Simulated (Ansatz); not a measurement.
Born–Oppenheimer molecular dynamics of a periodic cell of 16 atoms, Li (start crystal Li, start structure bcc, volume 1.15 times the crystal's). It starts from a structure without forces on its atoms.

Theory: DFT PBE, scalar-relativistic, plane waves, PAW (Ansatz). Settings: accuracy low, cutoff 420 eV, k mesh 2x2x2, fermi-dirac smearing 0.11 eV, no spin polarisation.

| Quantity | Value |
| --- | --- |
| ensemble | NVT, Langevin thermostat |
| time step | 1 fs |
| steps asked | 240 |
| set temperature | 1300 K |
| friction | 0.02 /fs |
| seed | 113070 |

First frame:

```xyz
16
Lattice="7.3129 0.0000 0.0000 0.0000 7.3129 0.0000 0.0000 0.0000 7.3129" Properties=species:S:1:pos:R:3
Li 0.000 0.000 0.000
Li 3.656 0.000 0.000
Li 0.000 3.656 0.000
Li 0.000 0.000 3.656
Li 1.828 1.828 1.828
Li 3.656 3.656 0.000
Li 3.656 0.000 3.656
Li 5.485 1.828 1.828
Li 0.000 3.656 3.656
Li 1.828 5.485 1.828
Li 1.828 1.828 5.485
Li 3.656 3.656 3.656
Li 5.485 5.485 1.828
Li 5.485 1.828 5.485
Li 1.828 5.485 5.485
Li 5.485 5.485 5.485
```

Task: What does the run give?

Result: All steps were run.

* steps done: 240
* time covered: 240 fs
* mean temperature over the second half: 1508 K
* spread of the potential energy over the second half: 27.8 meV per atom
* mean potential energy of the second half above the start: 161.4 meV per atom

The mean temperature of the second half is 16 % above the set value. A run of 0.24 ps of so small a system gives no equilibrium averages. Limits of this set-up: coarse k mesh, low accuracy level.

Task: What happens to the structure?

Result: Mean squared displacements from the first frame to the last, about the centre of mass: Li 0.85 Å². The details hang on the random start.

Task: How do temperature and energy run in time?

Result: 
```
time (fs)  T (K)  potential energy less start (eV)
      0.0   1219                             0.000
      8.0   1073                             0.169
     16.0    942                             0.576
     24.0   1105                             1.092
     32.0    843                             1.686
     40.0    913                             1.987
     48.0    802                             1.926
     56.0   1021                             1.912
     64.0   1300                             1.999
     72.0   1043                             2.197
     80.0    936                             2.409
     88.0    871                             2.673
     96.0   1388                             2.731
    104.0   1269                             2.677
    112.0   1345                             2.683
    120.0   1479                             2.758
    128.0   1212                             2.719
    136.0   1193                             2.437
    144.0   1244                             2.445
    152.0   1362                             2.532
    160.0   1615                             2.620
    168.0   1574                             2.647
    176.0   1516                             2.712
    184.0   1843                             2.429
    192.0   1908                             1.925
    200.0   2048                             1.761
    208.0   1635                             2.086
    216.0   1268                             2.643
    224.0   1238                             3.255
    232.0   1295                             3.523
    240.0   1283                             3.094
```

Run time: 16 min on 1 thread of Arm Neoverse V1, on a shared host, peak memory 0.54 GiB.
